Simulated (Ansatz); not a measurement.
**CH6O2Si: up Jacob's ladder to CCSD(T)**

The task here is to estimate one member of a computed series from the others.

The runs use Ansatz 0.2.0, Gaussian basis; functionals in def2-TZVPP, the program's frozen cores in correlated methods.

Levels to be run: LDA (SPW92), PBE-D4, revPBE-D4, BLYP-D4, r2SCAN-D4, B97M-V, PBE0-D4, B3LYP-D4, r2SCANh-D4, r2SCAN0-D4, HSE06-D4, BHLYP-D4, CAM-B3LYP-D4, LC-ωPBE, ωB97X-V, ωB97M-V, B2PLYP, PBE-QIDH; CCSD(T)/def2-SVP; CCSD(T)/def2-TZVPP; MP2/def2-QZVPP; extrapolation to the limit; RPA on PBE.

## Structure used throughout

An earlier PBE0-D4 in a triple-zeta def2 set relaxation fixed the geometry.

10 atoms, charge 0, spin multiplicity 1.

Atoms are counted from 1 here; the program's logs count them from 0.

Bond lengths: C1–Si2 1.852 Å, C1–H5 1.093 Å, C1–H6 1.093 Å, C1–H7 1.092 Å, Si2–O3 1.647 Å, Si2–O4 1.647 Å, Si2–H8 1.484 Å, O3–H9 0.958 Å, O4–H10 0.958 Å. Angles: Si2–C1–H5 111.0°, Si2–C1–H6 110.6°, Si2–C1–H7 110.8°, H5–C1–H6 107.7°, H5–C1–H7 108.3°, H6–C1–H7 108.3°, C1–Si2–O3 105.2°, C1–Si2–O4 112.8°, C1–Si2–H8 113.0°, O3–Si2–O4 112.2°, O3–Si2–H8 110.8°, O4–Si2–H8 103.1°, Si2–O3–H9 117.2°, Si2–O4–H10 117.6°.

The first run:

File in.yaml:

```yaml
crystal:
  periodic: [false, false, false]
  atoms:
    - {symbol: C, position_ang: [-1.293045, 0.347810, -0.146437]}
    - {symbol: Si, position_ang: [0.517513, 0.180008, 0.206826]}
    - {symbol: O, position_ang: [0.650426, -1.156001, 1.160823]}
    - {symbol: O, position_ang: [1.425043, 0.058513, -1.161614]}
    - {symbol: H, position_ang: [-1.681107, -0.549765, -0.635582]}
    - {symbol: H, position_ang: [-1.853443, 0.489093, 0.780777]}
    - {symbol: H, position_ang: [-1.484434, 1.203829, -0.797368]}
    - {symbol: H, position_ang: [1.088630, 1.369882, 0.884667]}
    - {symbol: H, position_ang: [1.521460, -1.366939, 1.499789]}
    - {symbol: H, position_ang: [1.192056, -0.627628, -1.788880]}
basis:
  gaussian: {orbitals: def2-TZVPP}
hamiltonian: {xc: lda}
output: {orbitals: {seedname: orbitals}}
```

Steps of the session up to this table: LDA; PBE-D4 (GGA); revPBE-D4 (GGA); BLYP-D4 (GGA); r2SCAN-D4 (meta-GGA); B97M-V (meta-GGA); PBE0-D4 (hybrid); B3LYP-D4 (hybrid); r2SCANh-D4 (hybrid); r2SCAN0-D4 (hybrid); HSE06-D4 (hybrid); BHLYP-D4 (hybrid); CAM-B3LYP-D4 (range-separated); LC-ωPBE-D4 (range-separated; the results give it without D4); ωB97X-V (range-separated); ωB97M-V (range-separated); B2PLYP (double hybrid); PBE-QIDH (double hybrid).

One table of the session follows, with a row left open; its other results are not shown here.

It belongs to the step «Frontier levels by functional». 

```
  functional  HOMO (eV)  LUMO (eV)  gap (eV)
 LDA (SPW92)      -7.16      -0.26      6.89
      PBE-D4      -7.05      -0.11      6.93
   revPBE-D4      -7.00      -0.04      6.96
     BLYP-D4      -6.97      -0.16      6.81
   r2SCAN-D4      -7.39       0.57      7.96
      B97M-V      -7.49       0.13      7.62
     PBE0-D4      -8.52       0.75      9.28
    B3LYP-D4          ?          ?         ?
  r2SCANh-D4      -7.94       0.83      8.77
  r2SCAN0-D4      -8.75       1.20      9.95
    HSE06-D4      -8.12       0.39      8.50
    BHLYP-D4      -9.92       1.37     11.29
CAM-B3LYP-D4      -9.97       1.50     11.47
     LC-ωPBE     -11.31       2.84     14.16
     ωB97X-V     -10.97       2.64     13.61
     ωB97M-V     -10.82       2.18     13.00
```

**Question.** Estimate the row for B3LYP-D4.

Worked estimate for «HOMO (eV)». Against the share of exact exchange, BLYP-D4 (0, -6.97), BHLYP-D4 (0.5, -9.92) give a slope of -5.90 per unit share; at 0.2 the line stands at -8.15.

**Answer.** HOMO (eV): -8.32; LUMO (eV): 0.38; gap (eV): 8.69. In «HOMO (eV)» the line misses by +0.17.
